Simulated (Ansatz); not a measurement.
# C2H4InNO: small, medium and large basis sets

Aim: see how fast density functionals converge with the basis set for C2H4InNO.

Computed with Ansatz 0.2.0, Gaussian basis. Level: one geometry, several basis sets.

Plan: PBE0-D4/def2-SVP; ωB97M-V/def2-SVP; PBE0-D4/def2-QZVPP; ωB97M-V/def2-QZVPP; the functionals' def2-TZVPP values are taken from earlier runs.

**1. Structure used throughout**

The geometry comes from an earlier relaxation with PBE0-D4 in a triple-zeta def2 set; it is a stationary point, not always the lowest conformer. In takes the def2 core potential; no spin-orbit term is included.

SMILES `C[O][InH][C]#N`, 9 atoms, charge 0, spin multiplicity 1.

Atoms are counted from 1 here; the program's logs count them from 0.

Bond lengths: C1–O2 1.406 Å, C1–H6 1.098 Å, C1–H7 1.096 Å, C1–H8 1.096 Å, O2–In3 1.962 Å, In3–C4 2.124 Å, In3–H9 1.685 Å, C4–N5 1.154 Å. Angles: O2–C1–H6 113.7°, O2–C1–H7 109.7°, O2–C1–H8 109.7°, H6–C1–H7 107.8°, H6–C1–H8 107.8°, H7–C1–H8 108.0°, C1–O2–In3 123.9°, O2–In3–C4 109.0°, O2–In3–H9 122.7°, C4–In3–H9 128.2°, In3–C4–N5 179.8°.

Coordinates:

```
C     0.4704   -1.3510   -0.5486
O     0.0886   -1.0157    0.7628
In   -0.4948    0.7762    1.3078
C    -0.4433    2.0647   -0.3798
N    -0.4143    2.7615   -1.2987
H     0.4176   -0.5095   -1.2519
H     1.5007   -1.7241   -0.5495
H    -0.1777   -2.1478   -0.9305
H    -0.9472    1.1457    2.8885
```

**2. PBE0-D4 in def2-SVP**

in.yaml

```yaml
crystal:
  periodic: [false, false, false]
  atoms:
    - {symbol: C, position_ang: [0.470402, -1.351001, -0.548619]}
    - {symbol: O, position_ang: [0.088558, -1.015712, 0.762808]}
    - {symbol: In, position_ang: [-0.494836, 0.776153, 1.307755]}
    - {symbol: C, position_ang: [-0.443277, 2.064686, -0.379790]}
    - {symbol: N, position_ang: [-0.414255, 2.761509, -1.298722]}
    - {symbol: H, position_ang: [0.417575, -0.509473, -1.251904]}
    - {symbol: H, position_ang: [1.500682, -1.724088, -0.549529]}
    - {symbol: H, position_ang: [-0.177695, -2.147796, -0.930461]}
    - {symbol: H, position_ang: [-0.947153, 1.145723, 2.888451]}
basis:
  gaussian: {orbitals: def2-SVP}
hamiltonian: {xc: pbe0, dispersion: d4}
output: {orbitals: {seedname: orbitals}}
```

Run with:

```console
> ansatz run in.yaml --threads 4 --pin off --events-out ev --progress --plain --max-ram 10444MiB
```

Further steps of the session: ωB97M-V in def2-SVP; PBE0-D4 in def2-QZVPP; ωB97M-V in def2-QZVPP.

Q: Predict the results of all the runs planned. Wanted: PBE0-D4: double and triple zeta above quadruple; ωB97M-V: double and triple zeta above quadruple.

As calculated:

| quantity | value |
| --- | --- |
| PBE0-D4: double and triple zeta above quadruple | 7.33, 0.37 eV |
| ωB97M-V: double and triple zeta above quadruple | 7.55, 0.35 eV |

In words: PBE0-D4 gains 6.97 eV from double to triple zeta, then 0.37 eV more. Total energies overstate the basis error of differences, where much of it tends to cancel.
